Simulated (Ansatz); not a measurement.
# CH₅F₂NZr: up Jacob's ladder to CCSD(T)

One table from this session's results is given with a row withheld; the runs are named, their logs left out.

Method: functionals in def2-TZVPP, the program's frozen cores in correlated methods; program: Ansatz 0.2.0, Gaussian basis.

Levels to be run: LDA (SPW92), PBE-D4, revPBE-D4, BLYP-D4, r2SCAN-D4, B97M-V, PBE0-D4, B3LYP-D4, r2SCANh-D4, r2SCAN0-D4, HSE06-D4, BHLYP-D4, CAM-B3LYP-D4, LC-ωPBE, ωB97X-V, ωB97M-V, B2PLYP, PBE-QIDH; CCSD(T)/def2-SVP; CCSD(T)/def2-TZVPP; MP2/def2-QZVPP; extrapolation to the limit; RPA on PBE.

### Structure used throughout

An earlier PBE0-D4 in a triple-zeta def2 set relaxation fixed the geometry. Zr takes the def2 core potential; no spin-orbit term is included.

SMILES `[CH3][Zr]([NH2])([F])[F]`, 10 atoms, charge 0, spin multiplicity 1.

Atoms are counted from 1 here; the program's logs count them from 0.

Bond lengths: C1–Zr2 2.220 Å, C1–H6 1.097 Å, C1–H7 1.095 Å, C1–H8 1.095 Å, Zr2–N3 2.018 Å, Zr2–F4 1.909 Å, Zr2–F5 1.909 Å, N3–H9 1.012 Å, N3–H10 1.012 Å. Angles: Zr2–C1–H6 110.3°, Zr2–C1–H7 111.7°, Zr2–C1–H8 111.7°, H6–C1–H7 107.7°, H6–C1–H8 107.8°, H7–C1–H8 107.5°, C1–Zr2–N3 105.0°, C1–Zr2–F4 105.8°, C1–Zr2–F5 105.8°, N3–Zr2–F4 110.8°, N3–Zr2–F5 110.8°, F4–Zr2–F5 117.7°, Zr2–N3–H9 125.7°, Zr2–N3–H10 125.7°, H9–N3–H10 108.5°.

Geometry (Å):

```mol
CH5F2NZr
  3D, bonds by distance, orders not assigned

 10  9  0  0  0  0  0  0  0  0999 V2000
   -1.5326   -0.4062    0.2036 C   0  0
    0.2849    0.5731   -0.6113 Zr  0  0
    1.8111   -0.1547    0.4908 N   0  0
    0.4198   -0.0105   -2.4239 F   0  0
    0.0530    2.4417   -0.2963 F   0  0
   -2.4232   -0.0652   -0.3386 H   0  0
   -1.4815   -1.4962    0.1097 H   0  0
   -1.6772   -0.1727    1.2638 H   0  0
    2.1799    0.2611    1.3362 H   0  0
    2.3658   -0.9704    0.2660 H   0  0
  1  2  8  0
  2  3  8  0
  2  4  8  0
  2  5  8  0
  1  6  8  0
  1  7  8  0
  1  8  8  0
  3  9  8  0
  3 10  8  0
M  END
```

The first run:

The input, in.yaml:

```yaml
crystal:
  periodic: [false, false, false]
  atoms:
    - {symbol: C, position_ang: [-1.532590, -0.406221, 0.203630]}
    - {symbol: Zr, position_ang: [0.284911, 0.573115, -0.611251]}
    - {symbol: N, position_ang: [1.811090, -0.154690, 0.490801]}
    - {symbol: F, position_ang: [0.419834, -0.010492, -2.423896]}
    - {symbol: F, position_ang: [0.053047, 2.441691, -0.296284]}
    - {symbol: H, position_ang: [-2.423199, -0.065216, -0.338629]}
    - {symbol: H, position_ang: [-1.481491, -1.496211, 0.109662]}
    - {symbol: H, position_ang: [-1.677222, -0.172710, 1.263798]}
    - {symbol: H, position_ang: [2.179859, 0.261094, 1.336168]}
    - {symbol: H, position_ang: [2.365751, -0.970359, 0.266004]}
basis:
  gaussian: {orbitals: def2-TZVPP}
hamiltonian: {xc: lda}
output: {orbitals: {seedname: orbitals}}
```

Steps of the session up to this table: LDA; PBE-D4 (GGA); revPBE-D4 (GGA); BLYP-D4 (GGA); r2SCAN-D4 (meta-GGA); B97M-V (meta-GGA); PBE0-D4 (hybrid); B3LYP-D4 (hybrid); r2SCANh-D4 (hybrid); r2SCAN0-D4 (hybrid); HSE06-D4 (hybrid); BHLYP-D4 (hybrid); CAM-B3LYP-D4 (range-separated); LC-ωPBE (range-separated); ωB97X-V (range-separated); ωB97M-V (range-separated); B2PLYP (double hybrid); PBE-QIDH (double hybrid).

One of the session's tables, all rows but one given; the rest of the session is left out.

It belongs to the step «Frontier levels by functional». 

| functional | HOMO (eV) | gap (eV) |
| --- | --- | --- |
| LDA (SPW92) | ? | ? |
| PBE-D4 | -6.32 | 4.56 |
| revPBE-D4 | -6.24 | 4.60 |
| BLYP-D4 | -6.19 | 4.53 |
| r2SCAN-D4 | -6.59 | 5.07 |
| B97M-V | -6.65 | 5.16 |
| PBE0-D4 | -7.67 | 6.88 |
| B3LYP-D4 | -7.44 | 6.37 |
| r2SCANh-D4 | -7.09 | 5.93 |
| r2SCAN0-D4 | -7.86 | 7.22 |
| HSE06-D4 | -7.26 | 6.09 |
| BHLYP-D4 | -8.92 | 9.00 |
| CAM-B3LYP-D4 | -9.08 | 9.30 |
| LC-ωPBE | -10.46 | 11.74 |
| ωB97X-V | -10.09 | 11.22 |
| ωB97M-V | -9.97 | 10.56 |

Q: Estimate the row for LDA (SPW92) from the others.

The run gave: HOMO (eV): -6.50; gap (eV): 4.46. In the column «HOMO (eV)» it lies between r2SCAN-D4 (-6.59) and PBE-D4 (-6.32).
